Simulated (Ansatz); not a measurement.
Consider a ranking of structure types by relaxed energy of HfB on several prototypes (the Ansatz DFT code, driven from Python).

`hfb_prototypes.py`
```python
"""HfB on common prototypes, each relaxed."""

import warnings

import ansatz as az
import numpy as np
import pandas as pd
import spglib


def rocksalt(a_site, b_site, a):
    return (
        az.Lattice.fcc(a)
        .space_group(225)
        .atom(a_site, (0, 0, 0))
        .atom(b_site, (0.5, 0.5, 0.5))
        .primitive()
    )


def cscl(A, B, a):
    return (
        az.Lattice.cubic(a)
        .space_group(221)
        .atom(A, (0, 0, 0))
        .atom(B, (0.5, 0.5, 0.5))
    )


def cuau(a_site, b_site, a):
    return (
        az.Lattice.from_parameters(a, a, 1.35 * a, alpha=90, beta=90, gamma=90)
        .space_group(123)
        .atom(a_site, (0, 0, 0))
        .atom(b_site, (0.5, 0.5, 0.5))
    )


def wurtzite(a_site, b_site, a):
    return (
        az.Lattice.from_parameters(a, a, 1.633 * a, alpha=90, beta=90, gamma=120)
        .space_group(186)
        .atom(a_site, (1 / 3, 2 / 3, 0))
        .atom(b_site, (1 / 3, 2 / 3, 0.375))
    )


def ground_state(name, crystal, relax=True):
    calc = (
        crystal.calculation()
        .functional("pbe")
        .basis(420)
        .kpoints(spacing=0.33)
        .occupations("fermi_dirac", width=0.1)
        .stress()
        .band_table()
    )
    if relax:
        calc = calc.relax(force_tolerance=0.03, cell=True)
    return calc.run(threads=1)

def bulk_modulus(name, outcome, step=0.015):
    # B = -V dP/dV from the pressures of two uniformly scaled cells, atoms held at their fractions
    pressure = []
    for factor in (1 - step, 1.0, 1 + step):
        cell = az.Crystal(lattice=az.Lattice.of(outcome.lattice.cell_ang * factor ** (1 / 3)))
        for site in outcome.report["lattice"]["sites"]:
            cell = cell.atom(site["symbol"], site["position_frac"])
        pressure.append(np.trace(ground_state(name, cell, relax=False).report["stress_gpa"]) / 3)
    slope, bend = (pressure[0] - pressure[2]) / (2 * step), abs(pressure[0] + pressure[2] - 2 * pressure[1])
    # a jump of mesh or basis between the cells shows as a kink: no modulus then
    return float(slope) if bend < 12 * step**2 * abs(slope) + 0.15 and abs(pressure[1]) < 1.5 else float("nan")


def pressure_gpa(outcome):
    return float(np.trace(outcome.report["stress_gpa"]) / 3)


def volume_per_atom(outcome):
    return abs(np.linalg.det(outcome.lattice.cell_ang)) / len(outcome.lattice.sites)


def space_group(outcome):
    sites = outcome.report["lattice"]["sites"]
    kinds = sorted({site["symbol"] for site in sites})
    cell = (outcome.lattice.cell_ang, [site["position_frac"] for site in sites], [kinds.index(site["symbol"]) for site in sites])
    return spglib.get_spacegroup(cell, symprec=0.01)


def main() -> None:
    # starting lattice constants are rough guesses; the relaxation finds the rest
    warnings.simplefilter("ignore")

    phases = {}
    phases["rocksalt"] = rocksalt("Hf", "B", 4.62)
    phases["CsCl"] = cscl("Hf", "B", 2.84)
    phases["CuAu"] = cuau("Hf", "B", 2.63)
    phases["wurtzite"] = wurtzite("Hf", "B", 3.49)

    done = {}
    for name, crystal in phases.items():
        try:
            done[name] = ground_state(name, crystal)
        except az.NonConvergedError as error:
            print(name, "did not converge:", str(error)[:120])

    energy = {name: o.report["energy_sigma0_ev"] / len(o.lattice.sites) for name, o in done.items()}
    lowest = min(energy.values())
    rows = [(name, len(o.lattice.sites), 1000 * (energy[name] - lowest), pressure_gpa(o), volume_per_atom(o), space_group(o), bulk_modulus(name, o)) for name, o in done.items()]
    rows.sort(key=lambda row: row[2])
    print(pd.DataFrame(rows, columns=["phase", "atoms", "dE (meV/atom)", "P (GPa)", "V (A^3/atom)", "space group", "B (GPa)"]).round(4).to_string(index=False))
    print("order:", " < ".join(row[0] for row in rows))


if __name__ == "__main__":
    main()
```

Which of these structures comes out lowest, and how far apart are they?

By space group at the end of each run: Fm-3m (+0 meV an atom, 14.1 Å³), P4/mmm (+528 meV an atom, 13.4 Å³), P6_3/mmc (+580 meV an atom, 17.3 Å³) and Pm-3m (+593 meV an atom, 13.5 Å³).

What the script printed:

Running `python hfb_prototypes.py` prints:
```text
   phase  atoms  dE (meV/atom)  P (GPa)  V (A^3/atom)    space group  B (GPa)
rocksalt      2          0.000   0.0014       14.1334    Fm-3m (225) 167.7493
    CuAu      2        528.393   0.0026       13.3976   P4/mmm (123) 163.7903
wurtzite      4        580.012  -0.0013       17.3147 P6_3/mmc (194) 114.8291
    CsCl      2        593.175   0.0036       13.5170    Pm-3m (221) 161.7332
order: rocksalt < CuAu < wurtzite < CsCl
```

What to keep in mind:
- For the metals among these phases the mesh is modest: differences between phases can be off by up to 40 meV an atom.
- Pressure is positive in compression.
- Spin-orbit coupling, which matters for elements this heavy, is left out.
- The cells are built on prototypes, so most aren't the phase found in nature. Rows bear the name of their start, and a relaxation keeps or raises the symmetry. Differences under about 40 meV an atom lie within the error of mesh and functional.
- Hardware and time: 3.5 min on 1 thread of Arm Neoverse N1, on a shared host, peak memory 0.51 GiB.
